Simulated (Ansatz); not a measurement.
# TiAl: an axial (c/a) deformation path

Aim: for TiAl, follow an axial (c/a) deformation at fixed volume.

Computed with Ansatz 0.2.0 (DFT PBEsol, scalar-relativistic, plane waves, PAW, unless a step's input says otherwise).

### Step 1. The starting structure

It takes space group P-6m2 (No. 187, hexagonal). Conventional cell: a = 2.867 Å, b = 2.867 Å, c = 4.678 Å, α = 90.00°, β = 90.00°, γ = 120.00°. Around Ti (site symmetry -6m2) lie 6 Al at 2.87 Å and 6 Ti at 2.87 Å. Al (site symmetry -6m2) has 6 Ti at 2.87 Å and 6 Al at 2.87 Å in its first shell of neighbours.

Coordinates:

```
Ti Al
1.0
     2.86726    0.00000    0.00000
    -1.43363    2.48312    0.00000
     0.00000    0.00000    4.67808
Ti Al
1 1
Direct
  0.00000 0.00000 0.00000
  0.33333 0.66667 0.50000
```

It goes back to an entry of the Materials Project, which need not be the stable form.

No relaxation comes first: the listed cell is the starting point.

### Step 2. Zero of energy

Reference values: F = -2998.9539 eV; pressure -2.83 GPa; largest force 0.000 eV/Å; gap on the mesh none (metal). It was computed beforehand with the settings of the runs below.

### Step 3. Setting up an axial (c/a) deformation path

At fixed volume and fractional coordinates, lengths along (0.000, 0.000, 1.000) are scaled against those across it; ρ is that ratio over its starting value.

### Step 4. ρ = 0.850

input.yaml reads:

```yaml
crystal:
  lattice:
    - [3.0268746698, 0.0, 0.0]
    - [-1.5134373349, 2.6213503582, 0.0]
    - [0.0, 0.0, 4.1977239328]
  atoms:
    - { symbol: Ti, position: [0.0, 0.0, 0.0] }
    - { symbol: Al, position: [0.3333333333, 0.6666666667, 0.5] }
basis:
  ecutwfc: 420
kpoints:
  mp_grid: { grid: [24, 24, 12] }
hamiltonian:
  xc: pbesol
scf:
  occupations: { method: gaussian, width: 0.15 }
output:
  forces: true
  stress: true
  eigenvalues: true
```

Run with:

```bash
ansatz run input.yaml --threads 1 --pin off --max-ram 2560MiB --backend cpu --events-out ev --progress --plain --runs-dir out
```

### Step 5. Point ρ = 1.200

input.yaml, as its differences from that of step 4:

```diff
@@ -2,5 +2,5 @@
   lattice:
-    - [3.0268746698, 0.0, 0.0]
-    - [-1.5134373349, 2.6213503582, 0.0]
-    - [0.0, 0.0, 4.1977239328]
+    - [2.6981970652, 0.0, 0.0]
+    - [-1.3490985326, 2.3367072029, 0.0]
+    - [0.0, 0.0, 5.2826935789]
   atoms:
@@ -20 +20,5 @@
   eigenvalues: true
+  write_density: true
+  write_potential: true
+  elf: true
+  volumetric_format: npy
```

### Step 6. At ρ = 0.920

input.yaml, as its differences from that of step 5:

```diff
@@ -2,5 +2,5 @@
   lattice:
-    - [2.6981970652, 0.0, 0.0]
-    - [-1.3490985326, 2.3367072029, 0.0]
-    - [0.0, 0.0, 5.2826935789]
+    - [2.9480723564, 0.0, 0.0]
+    - [-1.4740361782, 2.5531055528, 0.0]
+    - [0.0, 0.0, 4.4251344905]
   atoms:
```

### Step 7. At ρ = 1.100

input.yaml, as its differences from that of step 6:

```diff
@@ -2,5 +2,5 @@
   lattice:
-    - [2.9480723564, 0.0, 0.0]
-    - [-1.4740361782, 2.5531055528, 0.0]
-    - [0.0, 0.0, 4.4251344905]
+    - [2.7776009532, 0.0, 0.0]
+    - [-1.3888004766, 2.4054729871, 0.0]
+    - [0.0, 0.0, 4.9849757086]
   atoms:
```

### Step 8. At ρ = 0.960

input.yaml reads:

```yaml
crystal:
  lattice:
    - [2.9065446789, 0.0, 0.0]
    - [-1.4532723394, 2.5171415292, 0.0]
    - [0.0, 0.0, 4.5524873213]
  atoms:
    - { symbol: Ti, position: [0.0, 0.0, 0.0] }
    - { symbol: Al, position: [0.3333333333, 0.6666666667, 0.5] }
basis:
  ecutwfc: 420
kpoints:
  mp_grid: { grid: [24, 24, 12] }
hamiltonian:
  xc: pbesol
scf:
  occupations: { method: gaussian, width: 0.15 }
output:
  forces: true
  stress: true
  eigenvalues: true
```

### Step 9. ρ = 1.050

input.yaml, as its differences from that of step 8:

```diff
@@ -2,5 +2,5 @@
   lattice:
-    - [2.9065446789, 0.0, 0.0]
-    - [-1.4532723394, 2.5171415292, 0.0]
-    - [0.0, 0.0, 4.5524873213]
+    - [2.8210079793, 0.0, 0.0]
+    - [-1.4105039896, 2.4430645743, 0.0]
+    - [0.0, 0.0, 4.8327476944]
   atoms:
```

### Step 10. ρ = 0.800

input.yaml, as its differences from that of step 9:

```diff
@@ -2,5 +2,5 @@
   lattice:
-    - [2.8210079793, 0.0, 0.0]
-    - [-1.4105039896, 2.4430645743, 0.0]
-    - [0.0, 0.0, 4.8327476944]
+    - [3.0886646098, 0.0, 0.0]
+    - [-1.5443323049, 2.6748620158, 0.0]
+    - [0.0, 0.0, 4.0314497192]
   atoms:
```

(Steps that only read results are left out.)

Before running it: what results should come out? Wanted: highest point.

The runs gave:

| quantity | value |
| --- | --- |
| highest point | 206.3 meV/atom at ρ = 1.200 |

The undisturbed cell stays the lowest of the sampled points. No further minimum shows among the sampled points.
